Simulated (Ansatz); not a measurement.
# CH4ClFOSi: two torsions

Method: RKS PBE-D4/def2-SVP; program: Ansatz 0.2.0.

## Step 1: Starting geometry

SMILES `FC(Cl)O[SiH3]`, 9 atoms, charge 0, spin multiplicity 1.

Atoms are counted from 1 here; the program's logs count them from 0.

Bond lengths: F1–C2 1.371 Å, C2–Cl3 1.834 Å, C2–O4 1.349 Å, C2–H6 1.109 Å, O4–Si5 1.721 Å, Si5–H7 1.498 Å, Si5–H8 1.495 Å, Si5–H9 1.499 Å. Angles: F1–C2–Cl3 107.0°, F1–C2–O4 111.2°, F1–C2–H6 109.4°, Cl3–C2–O4 112.1°, Cl3–C2–H6 106.2°, O4–C2–H6 110.7°, C2–O4–Si5 123.9°, O4–Si5–H7 110.2°, O4–Si5–H8 103.7°, O4–Si5–H9 109.8°, H7–Si5–H8 111.7°, H7–Si5–H9 110.8°, H8–Si5–H9 110.4°.

Geometry (Å):

```xyz
9

F     1.5803    0.9807    0.0274
C     1.1571   -0.1345    0.7038
Cl    1.8304   -1.5886   -0.1874
O    -0.1881   -0.1711    0.7914
Si   -1.2457    0.1888   -0.5177
H     1.6170   -0.1506    1.7128
H    -0.7168   -0.4023   -1.7890
H    -2.5386   -0.4423   -0.1111
H    -1.4071    1.6734   -0.6474
```

This geometry comes from a loose relaxation at PBE in a small basis, which is not shown.

## Step 3: Setting up the map

First coordinate, dihedral F1–C2–O4–Si5: 10 values from −180 to 144 °, periodic. Second coordinate, dihedral C2–O4–Si5–H7: 9 values from −52.0 to 128.0 °.

Nothing else is relaxed (all other coordinates rigid). Energies count from the relaxed molecule at the same level. Points are written as (first, second).

(The set-up runs are not shown.)

## Step 4: Grid point (−108°, 60.5°)

Input file input.yaml:

```yaml
crystal:
  periodic: [false, false, false]
  atoms:
    - { symbol: F, position_ang: [1.597038, 0.969539, 0.015235] }
    - { symbol: C, position_ang: [1.159259, -0.133351, 0.702724] }
    - { symbol: Cl, position_ang: [1.807936, -1.607302, -0.175533] }
    - { symbol: O, position_ang: [-0.185976, -0.149263, 0.794916] }
    - { symbol: Si, position_ang: [-1.057282, 0.156932, 2.247422] }
    - { symbol: H, position_ang: [1.62309, -0.146082, 1.709947] }
    - { symbol: H, position_ang: [-0.755793, 1.534963, 2.752255] }
    - { symbol: H, position_ang: [-2.489842, 0.017097, 1.843058] }
    - { symbol: H, position_ang: [-0.700924, -0.875514, 3.274463] }
basis:
  gaussian: { orbitals: def2-SVP }
hamiltonian:
  xc: pbe
  dispersion: d4
output:
  forces: true
```

Run with:

```sh
ansatz run input.yaml --threads 1 --pin off --max-ram 2560MiB --backend cpu --events-out ev --progress --plain --runs-dir out
```

What time and memory should one allow on 1 thread of Arm Neoverse V2, shared host?

About 2.5 s, with a peak of 0.12 GiB.
